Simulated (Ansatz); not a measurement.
# TiCo: how the settings move a single-point run

How sensitive is a single-point run of TiCo to its settings? A reference run comes first, then one run with altered input.

Program: Ansatz 0.2.0. Level of theory: reference: DFT, PBE, PAW with Ansatz's default frozen-core files, scalar-relativistic. These are calculated values, not measurements.

## (1) The structure to begin with

It takes space group Pm-3m (No. 221, cubic). Conventional cell: a = 2.986 Å, b = 2.986 Å, c = 2.986 Å, α = 90.00°, β = 90.00°, γ = 90.00°. Ti (site symmetry m-3m) has 8 Co at 2.59 Å as nearest neighbours. Around Co (site symmetry m-3m) lie 8 Ti at 2.59 Å.

Coordinates:

```
Ti Co
1.0
     2.98611    0.00000    0.00000
     0.00000    2.98611    0.00000
     0.00000    0.00000    2.98611
Ti Co
1 1
Direct
  0.00000 0.00000 0.00000
  0.50000 0.50000 0.50000
```

## (2) Reference

input.yaml

```yaml
crystal:
  lattice:
    - [2.98611099, 0.0, 0.0]
    - [0.0, 2.98611099, 0.0]
    - [0.0, 0.0, 2.98611099]
  atoms:
    - { symbol: Ti, position: [0.0, 0.0, 0.0], spin: -1.0 }
    - { symbol: Co, position: [0.5, 0.5, 0.5], spin: 2.0 }
magnetization:
  spin_polarized: true
kpoints:
  mp_grid: { grid: [13, 13, 13] }
scf:
  occupations: { method: fermi_dirac, width: 0.03 }
  lower_state_search: "off"
hamiltonian:
  xc: pbe
  pseudopotentials: { kind: paw }
output:
  forces: true
  stress: true
  eigenvalues: true
  populations: true
  dos: { projected: true, de: 0.1, e_range: [-8, 5] }
  write_density: true
  write_potential: true
  elf: true
  volumetric_format: npy
```

The run is started by

```bash
$ ansatz run input.yaml --threads 1 --pin off --max-ram 3072MiB --backend cpu --events-out ev --progress --plain --runs-dir out
```

## (3) Changing settings: starting moments, dispersion d3bjatm

input.yaml

```yaml
crystal:
  lattice:
    - [2.98611099, 0.0, 0.0]
    - [0.0, 2.98611099, 0.0]
    - [0.0, 0.0, 2.98611099]
  atoms:
    - { symbol: Ti, position: [0.0, 0.0, 0.0], spin: 0.2 }
    - { symbol: Co, position: [0.5, 0.5, 0.5], spin: 0.2 }
magnetization:
  spin_polarized: true
kpoints:
  mp_grid: { grid: [13, 13, 13] }
scf:
  occupations: { method: fermi_dirac, width: 0.03 }
  convergence: { dr2_threshold: 1.0e-10 }
  lower_state_search: "off"
hamiltonian:
  xc: pbe
  pseudopotentials: { kind: paw }
  dispersion: d3bjatm
output:
  forces: true
  stress: true
  eigenvalues: true
```

What does the calculation give? Wanted: for each run, ending; energy change; pressure; abs. moment; force.

The runs gave:

```tsv
run	ending	energy change	pressure (GPa)	abs. moment (μB)	force (eV/Å)	cycles	time
reference	converged	0	-0.1	1.11	0.00	18	12 s
1: starting moments, dispersion d3bjatm	converged	-460.3 meV/atom (offset of the dispersion model)	-8.0	0.00	0.00	27	11 s
```

Times don't compare one to one where runs were asked for different outputs or read a saved state (see the inputs); cycles may leave out searches for a lower state.

Residual by cycle in the longest SCF loop of each run; runs are numbered as in the table. The quantity is the density residual dr2, in eV.

```tsv
cycle	reference	run 1
1	9.22	13
3	0.453	0.825
6	0.0189	0.117
8	3.3e-4	0.0334
10	1.12	0.00487
13	1.5e-4	0.0111
15	3.9e-5	2.8e-4
18	3.1e-10	2.4e-4
20	-	0.0012
22	-	2.8e-5
25	-	1.9e-8
27	-	1.9e-11
```

**Reading.** The energy moves by -460.3 meV/atom, nearly all of it the dispersion term itself (-484.5 meV/atom); that offset belongs to the model and is no gain or loss of stability; the pressure goes from -0.1 to -8.0 GPa and the absolute moment goes from 1.11 to 0.00 μB.
